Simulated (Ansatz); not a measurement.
# LuSc: the cost of one run

Program: Ansatz 0.2.0. Level of theory: DFT PBE, scalar-relativistic, plane waves, PAW, unless a step names another level. These are calculated values, not measurements.

16 further runs of the same task are left out: 1 that didn't finish, 15 set aside as unsound or not needed.

### 1 What the formula suggests

Pauling electronegativities: Lu 1.27, Sc 1.36 (spread 0.09). It is an alloy, so charge balance gives no guide. Tabulated atomic sizes suggest about 20 Å³/atom. 30 candidates were drawn, by swapping species into database cells of other compounds, at random by space group and Wyckoff sites, or by hand, as the table says:

| name | made from | space group no. | Wyckoff sites | atoms (primitive cell) | V (Å³/atom) |
| --- | --- | --- | --- | --- | --- |
| c01 | random | 139 | Lu 2b; Sc 2a | 2 | 21.3 |
| c02 | database cell of FeTe | 129 | Lu 2c; Sc 2a | 4 | 19.9 |
| c03 | database cell of LiCd | 227 | Lu 8a; Sc 8b | 4 | 22.0 |
| c04 | random | 123 | Lu 1b; Sc 1a | 2 | 22.6 |
| c05 | random | 12 | Lu 2d; Sc 2a | 2 | 24.3 |
| c06 | database cell of LiMg | 51 | Lu 2f; Sc 2e | 4 | 28.0 |
| c07 | database cell of CaZn | 51 | Lu 2e; Sc 2f | 4 | 27.2 |
| c08 | random | 191 | Lu 2c, 1a; Sc 3g | 6 | 22.5 |
| c09 | database cell of PdAu | 166 | Lu 3a; Sc 3b | 2 | 19.5 |
| c10 | random | 186 | Lu 2a; Sc 2b | 4 | 20.9 |
| c11 | random | 123 | Lu 1a; Sc 1d | 2 | 25.0 |
| c12 | random | 12 | Lu 2a; Sc 2d | 2 | 22.3 |
| c13 | random | 191 | Lu 1a; Sc 1b | 2 | 20.9 |
| c14 | database cell of YHo | 187 | Lu 1a; Sc 1d | 2 | 28.0 |
| c15 | database cell of LaSb | 225 | Lu 4a; Sc 4b | 2 | 23.5 |
| c16 | database cell of ScAl | 221 | Lu 1a; Sc 1b | 2 | 23.6 |
| c17 | random | 38 | Lu 2a; Sc 2b | 2 | 23.1 |
| c18 | database cell of CdTe | 216 | Lu 4c; Sc 4a | 2 | 23.6 |
| c19 | random | 216 | Lu 4b; Sc 4c | 2 | 21.0 |
| c20 | database cell of MnSe | 186 | Lu 2b; Sc 2b | 4 | 25.2 |
| c21 | random | 123 | Lu 1a; Sc 1b | 2 | 22.7 |
| c22 | database cell of SnPt | 194 | Lu 2c; Sc 2a | 4 | 19.4 |
| c23 | random | 139 | Lu 2a; Sc 2b | 2 | 22.0 |
| c24 | random | 191 | Lu 1b; Sc 1a | 2 | 23.8 |
| c25 | random | 225 | Lu 4b; Sc 4a | 2 | 25.5 |
| c26 | random | 183 | Lu 1a; Sc 1a | 2 | 25.3 |
| c27 | database cell of PrZn | 221 | Lu 1b; Sc 1a | 2 | 23.5 |
| c28 | random | 191 | Lu 4h; Sc 2e, 2d | 8 | 25.8 |
| c29 | random | 107 | Lu 2a; Sc 2a | 2 | 20.3 |
| c30 | random | 63 | Lu 4b; Sc 4c | 4 | 25.3 |

### 2 Screening run of c07

The input, input.yaml:

```yaml
crystal:
  lattice:
    - [5.36841825, 0.0, 0.0]
    - [0.0, 3.77272195, 0.0]
    - [0.0, 0.0, 5.38173171]
  atoms:
    - { symbol: Lu, position: [0.75, 0.0, 0.25497599] }
    - { symbol: Lu, position: [0.25, 0.0, 0.74502401] }
    - { symbol: Sc, position: [0.25, 0.5, 0.23853703] }
    - { symbol: Sc, position: [0.75, 0.5, 0.76146297] }
basis:
  ecutwfc: 420
kpoints:
  mp_grid: { grid: [4, 5, 4] }
hamiltonian:
  xc: pbe
scf:
  occupations: { method: gaussian, width: 0.2 }
  lower_state_search: "off"
output:
  forces: true
  stress: true
  eigenvalues: true
relax:
  adjacent_minimum: "off"
  f_tol: 0.08
  max_steps: 16
  cell: { stress_tol: 0.8 }
```

Launch:

```console
$ ansatz run input.yaml --threads 1 --pin off --max-ram 2560MiB --backend cpu --events-out ev --progress --plain --runs-dir out
```

**Question.** How long does this run take on 1 thread of Intel Xeon at 2.70GHz, shared host, and how much memory does it need?

About 92 s, with a peak of 0.47 GiB.
